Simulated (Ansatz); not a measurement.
Ta3Cu:

```
CELL_PARAMETERS angstrom
-2.00651 2.00651 4.20817
2.00651 -2.00651 4.20817
2.00651 2.00651 -4.20817
ATOMIC_POSITIONS crystal
Ta 0.50000 0.50000 0.00000
Ta 0.25000 0.75000 0.50000
Ta 0.75000 0.25000 0.50000
Cu 0.00000 0.00000 0.00000
```

The cell comes from a database or a generator and needn't be the stable form of this composition.

| Quantity | Value |
| --- | --- |
| Program | Ansatz 0.2.0 |
| Task | relaxation of cell and atoms |
| Functional | revPBE |
| Potentials or basis | Ansatz PAW |
| Cutoff | 420 eV (not typed: the program's choice for these potentials) |
| k mesh | 9 × 9 × 9 |
| Occupations | fermi-dirac, width 0.05 eV |
| Spin | no spin polarisation |

At the start: volume 16.94 Å³/atom.

How do energy, volume and symmetry change on relaxing?

It ends after 4 steps and the volume is 17.23 Å³/atom (+1.7 %); space group I4/mmm (No. 139, to 0.05 Å).

Step by step:
```tsv
step	energy change (eV)	largest force (eV/Å)	volume (Å³)
1	0.0000	0.0000	67.77
2	-0.0103	0.0000	68.99
3	-0.0104	0.0000	68.92
4	-0.0109	0.0000	68.92
```

Final structure:
```
CELL_PARAMETERS angstrom
-2.01906 2.01906 4.22653
2.01906 -2.01906 4.22653
2.01906 2.01906 -4.22653
ATOMIC_POSITIONS crystal
Ta 0.50000 0.50000 0.00000
Ta 0.25000 0.75000 0.50000
Ta 0.75000 0.25000 0.50000
Cu 0.00000 0.00000 0.00000
```

Caveat: the plane-wave basis is chosen anew once the cell has moved, so the energies of steps on either side of that aren't comparable; the PAW data sets come from PBE, with cores solved anew for the run's functional, which leaves a small shift of forces and pressure.
